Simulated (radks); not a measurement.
# Tc²⁺ in [Kr] 4d4 4f1: an all-electron calculation

The task here is to estimate one member of a computed series from the others.

The numbers are computed with radks (a radial shooting solver on a logarithmic mesh, Libxc functionals) version 1 (Dirac Kohn-Sham, PBE, spin-unpolarised, spherical densities, finite nucleus; open shells fill j = l - 1/2 first), except any that are marked as measured or tabulated.

## The system

| Quantity | Value |
| --- | --- |
| element | technetium (Z = 43) |
| charge | +2 |
| electrons | 41 |
| configuration | [Kr] 4d4 4f1 |
| nuclear rms radius | 4.4112 fm |

The first run:

Settings of this run:

```text
Z 43
configuration [Kr] 4d4 4f1
relativity Dirac
functional pbe,pbe
spin unpolarised
j_filling energy
nucleus finite rms 4.4112 fm
c 137.035999084
```

On the command line:

```sh
python run_ks.py task.json out
```

All runs below come from this command, one after another.

Among the steps run: Self-consistent calculation.

One of the session's tables, all rows but one given; the rest of the session is left out.

It belongs to the step «Orbitals and density». From the orbitals of this run (lengths in bohr):

```
level      <r>  outermost maximum (interpolated)  90 % within  nodes
1s1/2  0.03428                            0.0223       0.0614      0
2s1/2   0.1493                             0.126        0.231      1
2p1/2   0.1271                            0.0981        0.208      0
2p3/2   0.1318                             0.102        0.214      0
3s1/2   0.4151                             0.372        0.613      2
3p1/2   0.4090                             0.359        0.618      1
3p3/2   0.4196                             0.369        0.633      1
3d3/2        ?                                 ?            ?      ?
3d5/2   0.4003                             0.313        0.638      0
4s1/2    1.052                             0.948         1.53      3
4p1/2    1.139                              1.00         1.68      2
4p3/2    1.167                              1.03         1.72      2
4d3/2    1.521                              1.23         2.36      1
4d5/2    1.534                              1.24         2.38      1
4f5/2    5.283                              4.84         7.92      0
4f7/2    5.284                              4.84         7.92      0
```

**Question.** Estimate the row for 3d3/2.

As computed: <r>: 0.3969; outermost maximum (interpolated): 0.310; 90 % within: 0.633; nodes: 0. In the column «<r>» it lies between 2s1/2 (0.1493) and 3d5/2 (0.4003).
